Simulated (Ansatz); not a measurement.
**Calcium, beta-Sn type under r²SCAN: from relaxation to bulk modulus**

What does r²SCAN give for calcium in the beta-Sn type structure? We relax it, solve it on a dense k-mesh, switch on spin-orbit coupling, then scale the cell to 7 volumes from 88 to 112 % of the relaxed one and try a fit of the equation of state. The k-meshes are 10×10×7 for the relaxation; 17×17×8 for the dense run; 10×10×5 for spin-orbit coupling; 12×12×6 for the volumes.

Method: DFT r2SCAN, plane waves (500 eV) with PAW, scalar-relativistic; PAW files made under PBE, frozen cores solved again for the functional, in Ansatz 0.2.0.

## (1) Starting point

The structure is tetragonal, space group I4_1/amd (No. 141). The conventional cell has a = 6.949 Å, b = 6.949 Å, c = 3.794 Å, α = 90.00°, β = 90.00°, γ = 90.00°. Ca (site symmetry -4m2) has 6 Ca at 3.60 to 3.79 Å as nearest neighbours.

Coordinates:

```
CELL_PARAMETERS angstrom
-3.47475 3.47475 1.89721
3.47475 -3.47475 1.89721
3.47475 3.47475 -1.89721
ATOMIC_POSITIONS crystal
Ca 0.00000 0.00000 0.00000
Ca 0.75000 0.25000 0.50000
```

## (2) Relaxing cell and atoms

Input file input.yaml:

```yaml
crystal:
  lattice:
    - [-3.4747458143, 3.4747458143, 1.8972112146]
    - [3.4747458143, -3.4747458143, 1.8972112146]
    - [3.4747458143, 3.4747458143, -1.8972112146]
  atoms:
    - { symbol: Ca, position: [0.0, 0.0, 0.0] }
    - { symbol: Ca, position: [0.75, 0.25, 0.5] }
hamiltonian:
  xc: r2scan
  pseudopotentials:
    kind: paw
    azcp:
      Ca: "pseudopotentials/Ca.paw.azcp"
basis:
  ecutwfc: 500
  fft_grid_basis: typed
kpoints:
  mp_grid: { grid: [10, 10, 7], shift: [0, 0, 0] }
magnetization:
  spin_polarized: false
scf:
  occupations: { method: fermi_dirac, width: 0.1 }
relax:
  max_steps: 60
  f_tol: 0.01
  cell: {}
```

Started as:

```
$ ansatz run input.yaml --threads 1 --pin off --max-ram 3584MiB --backend cpu --events-out ev --progress --plain --runs-dir out
```

The runs that follow: Dense single point; Spin-orbit coupling switched on; At 88 % of the relaxed volume; At 92 % of the relaxed volume; At 96 % of the relaxed volume; At 100 % of the relaxed volume; At 104 % of the relaxed volume; At 108 % of the relaxed volume; At 112 % of the relaxed volume.

**Question.** What will these runs give? Wanted: space group; conventional cell; volume; shortest distance; gap on the mesh; relative to fcc; V₀, B₀, B₀′.

**Answer**, as computed:

| quantity | value |
| --- | --- |
| space group (spins left aside) | P6_3/mmc (No. 194) |
| conventional cell | a = 3.936 Å, c = 6.474 Å (c/a = 1.645) |
| volume | 43.465 Å³/atom |
| shortest distance | 3.936 Å |
| gap on the mesh | none (levels filled in part) |
| relative to fcc | +8 meV/atom |
| V₀, B₀, B₀′ | 43.432 Å³/atom, 17.7 GPa, 3.2 |

**Reading.** The relaxation shrank the cell by 5.1 % in volume. The cell has left its prototype: it ends as hcp. What follows belongs to that structure, not to the type named at the start. The mesh has less symmetry than the lattice, which may have let the distortion in. Against the reference form of calcium (fcc, computed apart with the same settings) it stands 8 meV/atom higher. No gap shows: it is a metal or semimetal at this level. The total energy of the spin-orbit run lies +0.58 eV/atom from the scalar one, but the two kinds of run don't share a zero of energy: only differences within one kind count. The fitted modulus is 17.7 GPa, a soft solid; letting shape and positions relax at each volume could only lower it.
